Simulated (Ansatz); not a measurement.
**C4H3F3O2: ionisation energy by level of theory**

How much energy removes an electron from C4H3F3O2 at fixed geometry? The cation is run at each level and the neutral's energy taken from earlier runs.

Method: unrestricted cation, the program's frozen cores in correlated methods; program: Ansatz 0.2.0, Gaussian basis.

Levels to be run: UKS PBE-D4/def2-TZVPP; UKS r2SCAN-D4/def2-TZVPP; UKS PBE0-D4/def2-TZVPP; UKS B3LYP-D4/def2-TZVPP; UKS wB97X-V/def2-TZVPP; UKS wB97M-V/def2-TZVPP; UKS B2PLYP/def2-TZVPP; UHF-CCSD(T)/def2-TZVPP; UHF-MP2/def2-QZVPP; extrapolation to the limit; then −ε(HOMO) from the neutral's earlier runs with LDA (SPW92), PBE-D4, revPBE-D4, BLYP-D4, r2SCAN-D4, B97M-V, PBE0-D4, B3LYP-D4, r2SCANh-D4, r2SCAN0-D4, HSE06-D4, BHLYP-D4, CAM-B3LYP-D4, LC-ωPBE, ωB97X-V, ωB97M-V.

## Step 1: The relaxed structure

All runs share one geometry, relaxed beforehand with PBE0-D4 in a triple-zeta def2 set.

SMILES `O=CCC(=O)C(F)(F)F`, 12 atoms, charge 0, spin multiplicity 1.

Atoms are counted from 1 here; the program's logs count them from 0.

Bond lengths: O1–C2 1.195 Å, C2–C3 1.514 Å, C2–H10 1.109 Å, C3–C4 1.504 Å, C3–H11 1.095 Å, C3–H12 1.094 Å, C4–O5 1.193 Å, C4–C6 1.547 Å, C6–F7 1.317 Å, C6–F8 1.343 Å, C6–F9 1.335 Å. Angles: O1–C2–C3 124.5°, O1–C2–H10 121.6°, C3–C2–H10 113.9°, C2–C3–C4 112.2°, C2–C3–H11 108.2°, C2–C3–H12 107.7°, C4–C3–H11 112.1°, C4–C3–H12 108.8°, H11–C3–H12 107.7°, C3–C4–O5 124.3°, C3–C4–C6 115.5°, O5–C4–C6 120.2°, C4–C6–F7 112.2°, C4–C6–F8 108.4°, C4–C6–F9 111.0°, F7–C6–F8 108.7°, F7–C6–F9 109.0°, F8–C6–F9 107.5°.

As a file:

```
O    -0.2473   -1.5677   -1.6119
C     0.6233   -1.5307   -0.7943
C     0.9782   -0.3092    0.0277
C     0.0643    0.8518   -0.2543
O     0.2638    1.6767   -1.0920
C    -1.1889    0.9472    0.6484
F    -2.0682    1.8126    0.1887
F    -0.7997    1.3387    1.8726
F    -1.7775   -0.2445    0.7760
H     1.2585   -2.4150   -0.5820
H     0.9681   -0.5935    1.0849
H     2.0023   -0.0215   -0.2298
```

## Step 2: Cation, UKS PBE-D4/def2-TZVPP

File in.yaml:

```yaml
crystal:
  periodic: [false, false, false]
  atoms:
    - {symbol: O, position_ang: [-0.247270, -1.567687, -1.611867]}
    - {symbol: C, position_ang: [0.623334, -1.530667, -0.794297]}
    - {symbol: C, position_ang: [0.978233, -0.309222, 0.027687]}
    - {symbol: C, position_ang: [0.064349, 0.851753, -0.254317]}
    - {symbol: O, position_ang: [0.263807, 1.676738, -1.092023]}
    - {symbol: C, position_ang: [-1.188926, 0.947178, 0.648425]}
    - {symbol: F, position_ang: [-2.068152, 1.812604, 0.188703]}
    - {symbol: F, position_ang: [-0.799749, 1.338676, 1.872560]}
    - {symbol: F, position_ang: [-1.777500, -0.244462, 0.775982]}
    - {symbol: H, position_ang: [1.258477, -2.414975, -0.581966]}
    - {symbol: H, position_ang: [0.968095, -0.593524, 1.084915]}
    - {symbol: H, position_ang: [2.002305, -0.021510, -0.229802]}
basis:
  gaussian: {orbitals: def2-TZVPP}
total_charge: 1
magnetization: {spin_polarized: true, initial_magnetization: 1}
hamiltonian: {xc: pbe, dispersion: d4}
```

Command:

```
$ ansatz run in.yaml --threads 2 --pin off --events-out ev --progress --plain --max-ram 32768MiB --backend cuda --devices 0, --max-vram 18GiB
```

The runs that follow: Cation, UKS r2SCAN-D4/def2-TZVPP; Cation, UKS PBE0-D4/def2-TZVPP; Cation, UKS B3LYP-D4/def2-TZVPP; Cation, UKS wB97X-V/def2-TZVPP; Cation, UKS wB97M-V/def2-TZVPP; Cation, UKS B2PLYP (frozen core)/def2-TZVPP; Cation, UHF-CCSD(T)/def2-TZVPP; Cation, UHF-MP2/def2-QZVPP.

Before running them: what should the planned runs give, taken together? Wanted: ionisation energy, CCSD(T)/CBS; nearest functional by difference; nearest −ε(HOMO); −ε(HOMO) of PBE; T1 of the cation.

**Answer**, as computed:

```
                        quantity               value
  ionisation energy, CCSD(T)/CBS            10.97 eV
nearest functional by difference   B2PLYP (-0.19 eV)
                nearest −ε(HOMO)  LC-ωPBE (-0.02 eV)
                 −ε(HOMO) of PBE             6.56 eV
                T1 of the cation               0.028
```

**Reading.** By cation minus neutral, the functionals miss by 1.25 eV at most. The PBE orbital energy is 4.4 eV too small: a semilocal HOMO is no ionisation energy. Among orbital estimates LC-ωPBE comes nearest. Hartree-Fock falls 1.39 eV short, as the neutral has more correlation energy than the cation.
